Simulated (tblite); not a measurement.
# C5H12OSSi: the cost of one run

Computed with tblite 0.8.0 and PySCF 2.14.0, with density-fitted response routines of our own, on a single molecule in the gas phase. Atoms are numbered from 0 throughout.

### Step 1. The starting structure

20 atoms, charge 0, multiplicity 1; geometry from: force field or distance geometry start.

Bonds of the start (Å): C0–C1 1.35, C1–Si2 1.82, Si2–S3 2.16, Si2–O4 1.67, O4–C5 1.36, C5–C6 1.49, C5–C7 1.50, C0–H8 1.10, C0–H9 1.06, C1–H10 1.09, Si2–H11 1.45, S3–H12 1.38, C5–H13 1.12, C6–H14 1.11, C6–H15 1.11, C6–H16 1.11, C7–H17 1.12, C7–H18 1.10, C7–H19 1.11.

### Step 2. Geometry optimisation with GFN2-xTB

The job: settings as JSON, then the geometry in Å.

```
{"job": {"kind": "relax", "xc": "GFN2-xTB", "basis": "xTB"}, "charge": 0, "multiplicity": 1}
C      3.694700    -0.822100    -0.091200
C      2.421300    -1.115900     0.248700
Si     1.166000     0.198700     0.108100
S      1.237500     0.913600    -1.932200
O     -0.346900    -0.475000     0.357200
C     -1.457100     0.237100     0.038800
C     -2.428100     0.502600     1.136000
C     -2.180200    -0.464800    -1.075100
H      3.830100     0.212100    -0.438600
H      4.489600    -1.515600    -0.033600
H      2.137400    -2.101700     0.618800
H      1.520800     1.315100     0.962500
H      2.080100     1.999700    -2.051400
H     -1.143700     1.234300    -0.359200
H     -2.417500    -0.312100     1.884600
H     -3.434500     0.603200     0.685200
H     -2.205000     1.486400     1.601500
H     -1.759100    -1.502600    -1.178800
H     -3.268200    -0.473800    -0.889600
H     -1.942200     0.091300    -2.004700
```

Run with:

```
> OMP_NUM_THREADS=1 python probes_run.py task.json out
```

The driver reads the jobs from task.json and runs them one after another.

**Question.** How long does this first job take on 1 thread of Intel Xeon at 2.50GHz, shared host, and how much memory does it need?

About 3.5 s, with a peak of 0.18 GiB.
